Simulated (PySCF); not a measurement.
**B₂FH₇N₂: geometry, NMR shifts, spin-spin couplings, electronic excitations and core binding energies**

Aim: predict the NMR shifts, spin-spin couplings, electronic excitations and core binding energies of B₂FH₇N₂ (`F[BH-]1[NH2+][BH2-][NH2+]1`).

The runs use PySCF 2.14.0, with density-fitted response routines of our own; the level of theory stands in each step. All values are computed, except where a source is named. Atoms are numbered from 0 throughout.

### Step 1. Starting geometry

12 atoms, charge 0, multiplicity 1; geometry from: GFN2-xTB.

Bonds of the start (Å): F0–B1 1.38, B1–N2 1.58, N2–B3 1.59, B3–N4 1.59, N4–B1 1.58, B1–H5 1.18, N2–H6 1.01, N2–H7 1.01, B3–H8 1.18, B3–H9 1.18, N4–H10 1.01, N4–H11 1.01.

### Step 2. Relaxing the molecule at PBE0-D3(BJ)/def2-SVP

Job settings and geometry (Å):

```
{"job": {"xc": "PBE0", "basis": "def2-SVP", "d3": "d3bj", "grid": 1, "kind": "geom"}, "charge": 0, "multiplicity": 1}
F      1.866486     0.017796    -1.086883
B      1.076215    -0.131355     0.033350
N     -0.142000    -1.094552    -0.276027
B     -1.115291     0.097041     0.142831
N      0.111746     1.113942     0.196820
H      1.692152    -0.410566     1.006125
H     -0.191499    -1.332976    -1.259429
H     -0.203594    -1.948444     0.262232
H     -1.900450     0.368129    -0.702014
H     -1.565014    -0.082206     1.223046
H      0.211366     1.668367     1.036673
H      0.161083     1.734137    -0.602751
```

**Question.** This job is followed by: GIAO PBE0/pcSseg-1 NMR shielding, non-relativistic, gas phase; B3LYP/pcJ-1 indirect spin-spin coupling, non-relativistic, gas phase; TDDFT B3LYP/def2-SVPD, vertical, gas phase, core orbitals frozen in the response; GIAO PBE0/pcSseg-2 NMR shielding, non-relativistic, gas phase; delta-SCF UKS SCAN, pcX-2 on the ionised atom, pcseg-1 elsewhere, spin-free X2C. Predict these results of the whole session: point group; rotational constants (main isotopes); 1H shifts against TMS (PBE0/pcSseg-1, means over atoms taken as alike); 19F shifts against CFCl3 (PBE0/pcSseg-1); 11B shifts against BF3·OEt2 (PBE0/pcSseg-1); 15N shifts against NH3 (PBE0/pcSseg-1, means over atoms taken as alike); largest coupling of the table (B3LYP/pcJ-1); lowest singlet (B3LYP/def2-SVPD); brightest single state of those computed; lowest triplet; vertical ionisation energy (ΔSCF); B1s binding energies, SCAN/pcX-2; F1s binding energies, SCAN/pcX-2; N1s binding energies, SCAN/pcX-2; range of the shift of N2.

As calculated:

| quantity | value |
| --- | --- |
| point group | Cs |
| rotational constants (main isotopes) | 8.21, 4.49, 3.38 GHz |
| 1H shifts against TMS (PBE0/pcSseg-1, means over atoms taken as alike) | 3.74, 3.15, 3.12, 1.81, 1.36 ppm |
| 19F shifts against CFCl3 (PBE0/pcSseg-1) | -166.2 ppm |
| 11B shifts against BF3·OEt2 (PBE0/pcSseg-1) | -2.6, -16.5 ppm |
| 15N shifts against NH3 (PBE0/pcSseg-1, means over atoms taken as alike) | 42.5 ppm |
| largest coupling of the table (B3LYP/pcJ-1) | 1J(B,H) B1–H5, 141.7 Hz |
| lowest singlet (B3LYP/def2-SVPD) | 6.96 eV (178 nm), f = 0.006 |
| brightest single state of those computed | state 7, 8.46 eV, f = 0.048 |
| lowest triplet | 6.77 eV |
| vertical ionisation energy (ΔSCF) | 10.27 eV |
| B1s binding energies, SCAN/pcX-2 | B1 197.16, B3 195.43 eV |
| F1s binding energies, SCAN/pcX-2 | F0 691.72 eV |
| N1s binding energies, SCAN/pcX-2 | N2 406.19 eV |
| range of the shift of N2 | 38.0 to 42.5 ppm |

**Reading.** Relaxing lowered the energy by 0.057 eV in 3 steps; the close pair that moved most is B1–H5, from 1.185 to 1.220 Å. No frequency check was run at this level, so the end point may be a saddle. At PBE0/pcSseg-1: The widest tensor belongs to F0: span 132 ppm, with a paramagnetic part of -125 ppm. In the run at B3LYP/pcJ-1, the largest coupling of the table is B1–H5, 141.7 Hz, of which the Fermi-contact term gives 141.4 Hz. Couplings across rotatable bonds belong to this one conformer; where others are populated, the observed values are averages. The first singlet state (HOMO→LUMO 0.99) lies at 6.96 eV and is weak; of the 10 states computed, the strongest absorption comes from state 7 at 8.46 eV. The lowest triplet lies 0.19 eV below the lowest singlet (triplets in Tamm-Dancoff, singlets in full TDDFT). ΔSCF puts the ionisation energy at 10.27 eV, 2.37 eV above −ε(HOMO). The B1s levels kept as sound span 1.72 eV, from B3 (boron bonded to 2 N, 2 H, in a 4-membered ring) up to B1 (boron bonded to F, 2 N, H, in a 4-membered ring). Across the 2 runs the shift of N2 (with its like atoms) moves most, between 38.0 (PBE0/pcSseg-2) and 42.5 ppm (PBE0/pcSseg-1). Most of that comes from the computed reference, not from the atom's own shielding.
